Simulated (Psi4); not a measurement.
# SnH3F (SMILES [F][SnH3]) at MN15/def2-TZVPP (density fitting, core potential)

What is the electrostatic solvation energy at fixed shape (IEF-PCM, carbon tetrachloride) of SnH3F at MN15/def2-TZVPP (density fitting, core potential)? 

Program for the calculation: Psi4 1.11.

6 further runs of the same task are left out: 5 that didn't finish, 1 set aside as unsound or not needed.

### Step 1. The system as given

SnH3F: 5 atoms, total charge 0, spin state singlet. SMILES: `[F][SnH3]`. The shape is that of a PBE0-D4/def2-TZVP optimisation.

Bond lengths: F1–Sn2 1.926 Å, Sn2–H3 1.701 Å, Sn2–H4 1.701 Å, Sn2–H5 1.701 Å. Angles: F1–Sn2–H3 104.7°, F1–Sn2–H4 104.7°, F1–Sn2–H5 104.7°, H3–Sn2–H4 113.8°, H3–Sn2–H5 113.8°, H4–Sn2–H5 113.8°.

### Step 2. Energy and one-electron properties at MN15/def2-TZVPP (density fitting, core potential)

fh3sn.inp reads:

```
memory 1600 mb

molecule molecule1 {
  0 1
  F
  Sn 1 1.92597
  H 2 1.700655 1 104.73297
  H 2 1.700677 3 113.76076 1 113.77532
  H 2 1.700669 3 113.76213 4 132.44928
  symmetry c1
}

set {
  scf_type df
}

result, w = energy("mn15/def2-TZVPP", return_wfn=True)
oeprop(w, "MAYER_INDICES", "LOWDIN_CHARGES", "MULLIKEN_CHARGES", "NO_OCCUPATIONS", title="MN15")
```

On the command line:

```bash
$ psi4 -n 1 fh3sn.inp fh3sn.out
```

fh3sn.out:

```text
[...]
    !!!  WARNING: ECP capability is in beta. Please check occupations closely.  !!!
[...]
  Running in c1 symmetry.
[...]
  Nuclear repulsion =   80.464971662716536
[...]
  Multiplicity = 1
[...]
  Nalpha       = 17
  Nbeta        = 17
[...]
    Number of basis functions: 123
[...]
 WARNING: Atomic UHF is not converging! Try casting from a smaller basis or call Rob at CCMST.
   -------------------------
[...]
   @DF-RKS iter   1:  -315.30273788360557   -1.36557e+00   5.01077e-03 ADIIS/DIIS
[...]
   @DF-RKS iter   8:  -315.44407033222552   -2.69396e-08   4.64497e-07 DIIS
[...]
    Orbital Energies [Eh]
    ---------------------
    Doubly Occupied:
       1A    -24.222881     2A     -4.955868     3A     -3.387285
       4A     -3.383405     5A     -3.383404     6A     -1.172491
       7A     -1.092664     8A     -1.092664     9A     -1.089222
      10A     -1.089222    11A     -1.068251    12A     -0.584494
      13A     -0.442320    14A     -0.442319    15A     -0.440553
      16A     -0.371332    17A     -0.371323
[...]
  @DF-RKS Final Energy:  -315.44407033222552
   => Energetics <=
    Nuclear Repulsion Energy =             80.4649716627165361
    One-Electron Energy =                -677.4774718818291603
    Two-Electron Energy =                 298.2110021004572218
    DFT Exchange-Correlation Energy =     -16.6425722135700944
    Empirical Dispersion Energy =           0.0000000000000000
    VV10 Nonlocal Energy =                  0.0000000000000000
    Total Energy =                       -315.4440703322255217
[...]
 Multipole Moments:
 ------------------------------------------------------------------------------------
     Multipole            Electronic (a.u.)      Nuclear  (a.u.)        Total (a.u.)
 ------------------------------------------------------------------------------------
 L = 1.  Multiply by 2.5417464519 to convert [e a0] to [Debye]
 Dipole X            :          0.0000719           -0.0000324            0.0000395
 Dipole Y            :          0.0002287           -0.0001835            0.0000452
 Dipole Z            :         15.4108194          -14.3308793            1.0799401
 Magnitude           :                                                    1.0799401
[...]
  Mulliken Charges: (a.u.)
   Center  Symbol    Alpha    Beta     Spin     Total
       1     F     4.73925  4.73925  0.00000 -0.47850
       2    SN    10.60438 10.60438  0.00000  0.79123
       3     H     0.55212  0.55212  0.00000 -0.10425
       4     H     0.55212  0.55212  0.00000 -0.10425
       5     H     0.55212  0.55212  0.00000 -0.10424
   Total alpha = 17.00000, Total beta = 17.00000, Total charge = -0.00000
  Lowdin Charges: (a.u.)
   Center  Symbol    Alpha    Beta     Spin     Total
       1     F     4.63529  4.63529  0.00000 -0.27057
[...]
```

Run time: 19 s. Hardware: 1 thread of AMD EPYC 7R43 (Zen 3), shared host; peak memory 1 GiB.

Atomic charges (e):

```csv
atom,Löwdin,Mulliken
F1,-0.271,-0.478
Sn2,+0.683,+0.791
H3,-0.137,-0.104
H4,-0.137,-0.104
H5,-0.137,-0.104
```

### Step 3. Energy and one-electron properties at MN15/def2-TZVPP (density fitting, core potential, IEF-PCM carbon tetrachloride)

job.py reads:

```python
import psi4

psi4.set_memory(1600000000)
psi4.set_num_threads(1)
psi4.core.set_output_file('output.dat', False)

m = psi4.geometry("""
0 1
F     -1.285000     0.718300     1.005000
Sn     0.100400    -0.065900    -0.079000
H     -0.528400    -0.054800    -1.659100
H      0.318900    -1.626500     0.560600
H      1.444100     0.955200     0.131000
units angstrom
symmetry c1
""")

psi4.set_options(dict(basis='def2-TZVPP', scf_type='df', pcm=True))
psi4.pcm_helper("""
  Units = Angstrom
  Medium {
    SolverType = IEFPCM
    Solvent = CCl4
  }
  Cavity {
    Type = GePol
    RadiiSet = UFF
    Scaling = False
    Area = 0.3
    Mode = Implicit
  }
""")

E, wfn = psi4.energy('mn15', molecule=m, return_wfn=True)
psi4.oeprop(wfn, 'MAYER_INDICES', 'LOWDIN_CHARGES', 'MULLIKEN_CHARGES', 'NO_OCCUPATIONS')
print('E =', round(E, 9))
```

On the command line:

```bash
$ python job.py
```

output.dat, cut to the lines that bear on the results:

```text
[...]
    !!!  WARNING: ECP capability is in beta. Please check occupations closely.  !!!
[...]
  Running in c1 symmetry.
[...]
  Nuclear repulsion =   80.464982137993800
[...]
  Multiplicity = 1
[...]
  Nalpha       = 17
  Nbeta        = 17
[...]
    Number of basis functions: 123
[...]
 WARNING: Atomic UHF is not converging! Try casting from a smaller basis or call Rob at CCMST.
   -------------------------
[...]
   @DF-RKS iter   1:  -315.29985904143007   -1.42394e+00   5.25214e-03 DIIS/ADIIS
[...]
   @DF-RKS iter   8:  -315.44878682658634   -2.21543e-08   3.99677e-07 DIIS
[...]
  @DF-RKS Final Energy:  -315.44878682658634
   => Energetics <=
    Nuclear Repulsion Energy =             80.4649821379938004
    One-Electron Energy =                -677.4670948747691455
    Two-Electron Energy =                 298.2023524719049874
    DFT Exchange-Correlation Energy =     -16.6439626879666420
    Empirical Dispersion Energy =           0.0000000000000000
    VV10 Nonlocal Energy =                  0.0000000000000000
    PCM Polarization Energy =              -0.0050638737494291
    Total Energy =                       -315.4487868265863426
[...]
 Multipole Moments:
 ------------------------------------------------------------------------------------
     Multipole            Electronic (a.u.)      Nuclear  (a.u.)        Total (a.u.)
 ------------------------------------------------------------------------------------
 L = 1.  Multiply by 2.5417464519 to convert [e a0] to [Debye]
 Dipole X            :         11.1784564          -10.3086896            0.8697669
 Dipole Y            :         -6.3275034            5.8351159           -0.4923875
 Dipole Z            :         -8.7462598            8.0657507           -0.6805090
 Magnitude           :                                                    1.2091453
[...]
  Mulliken Charges: (a.u.)
   Center  Symbol    Alpha    Beta     Spin     Total
       1     F     4.75316  4.75316  0.00000 -0.50632
       2    SN    10.57615 10.57615  0.00000  0.84771
       3     H     0.55691  0.55691  0.00000 -0.11383
       4     H     0.55690  0.55690  0.00000 -0.11379
       5     H     0.55689  0.55689  0.00000 -0.11377
   Total alpha = 17.00000, Total beta = 17.00000, Total charge =  0.00000
  Lowdin Charges: (a.u.)
   Center  Symbol    Alpha    Beta     Spin     Total
       1     F     4.64442  4.64442  0.00000 -0.28885
[...]
```

On the terminal:

```text
E = -315.448786827
```

It took 25 s on 1 thread of AMD EPYC 7R43 (Zen 3), shared host; peak memory 1 GiB.

Atomic charges (e):

```csv
atom,Löwdin,Mulliken
F1,-0.289,-0.506
Sn2,+0.702,+0.848
H3,-0.138,-0.114
H4,-0.138,-0.114
H5,-0.138,-0.114
```

### Step 4. Summary of results

Level: MN15/def2-TZVPP (density fitting, core potential).

| quantity | value |
| --- | --- |
| gas phase: total energy | -315.44407 Eh |
| gas phase: dipole moment | 2.74 D |
| gas phase: HOMO energy | -10.10 eV |
| gas phase: LUMO energy | -0.28 eV |
| gas phase: HOMO–LUMO gap | 9.83 eV |
| IEF-PCM, carbon tetrachloride: total energy | -315.44879 Eh |
| IEF-PCM, carbon tetrachloride: dipole moment | 3.07 D |
| IEF-PCM, carbon tetrachloride: HOMO energy | -9.89 eV |
| IEF-PCM, carbon tetrachloride: LUMO energy | -0.04 eV |
| IEF-PCM, carbon tetrachloride: HOMO–LUMO gap | 9.85 eV |
| IEF-PCM, carbon tetrachloride: solvent term in the energy | -13.3 kJ/mol |
| energy change from gas to solvent at fixed shape | -0.128 eV |

The solvent model (IEF-PCM, carbon tetrachloride) lowers the energy by 0.13 eV (−12.4 kJ/mol) at the same shape. It holds the electrostatic part alone, without cavity or dispersion terms. Mulliken charges (IEF-PCM, carbon tetrachloride) run from -0.51 on F1 to +0.85 on Sn2; they depend strongly on the basis.
